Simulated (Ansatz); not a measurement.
# CdP: the cost of one run

Method: DFT PBE, scalar-relativistic, plane waves, PAW, in Ansatz 0.2.0.

1 further run of the same task is left out (it didn't finish).

**1. The system as given**

The structure is cubic, space group F-43m (No. 216). Conventional cell: a = 5.684 Å, b = 5.684 Å, c = 5.684 Å, α = 90.00°, β = 90.00°, γ = 90.00°. Around Cd (site symmetry -43m) lie 4 P at 2.46 Å. P (site symmetry -43m) has 4 Cd at 2.46 Å as nearest neighbours.

Structure file:

```cif
data_structure
_symmetry_space_group_name_H-M 'P 1'
_symmetry_Int_Tables_number 1
_cell_length_a 4.0188
_cell_length_b 4.0188
_cell_length_c 4.0188
_cell_angle_alpha 60.000
_cell_angle_beta 60.000
_cell_angle_gamma 60.000
_cell_volume 45.90
loop_
_atom_site_label
_atom_site_type_symbol
_atom_site_fract_x
_atom_site_fract_y
_atom_site_fract_z
_atom_site_occupancy
Cd1 Cd 0.00000 0.00000 0.00000 1
P1 P 0.75000 0.75000 0.75000 1
```

This is candidate A: zinc blende type (F-43m, No. 216).

(A quick probe on a coarse mesh, which set the mesh and smearing, is not shown.)

**3. Rough relaxation on the coarse mesh (candidate A)**

Input file input.yaml:

```yaml
crystal:
  lattice:
    - [0.0, 2.8417526791, 2.8417526791]
    - [2.8417526791, 0.0, 2.8417526791]
    - [2.8417526791, 2.8417526791, 0.0]
  atoms:
    - { symbol: Cd, position: [0.0, 0.0, 0.0] }
    - { symbol: P, position: [0.75, 0.75, 0.75] }
basis:
  ecutwfc: 420
kpoints:
  mp_grid: { grid: [6, 6, 6] }
hamiltonian:
  xc: pbe
scf:
  occupations: { method: gaussian, width: 0.1 }
  lower_state_search: "off"
output:
  forces: true
  stress: true
  eigenvalues: true
relax:
  adjacent_minimum: "off"
  f_tol: 0.04
  max_steps: 70
  cell: { stress_tol: 0.4 }
```

On the command line:

```sh
> ansatz run input.yaml --threads 1 --pin off --max-ram 2560MiB --backend cpu --events-out ev --progress --plain --runs-dir out
```

**Question.** How long does this run take on 1 thread of Intel Xeon Platinum 8488C (Sapphire Rapids), shared host, and how much memory does it need?

About 7.4 s, with a peak of 0.36 GiB.
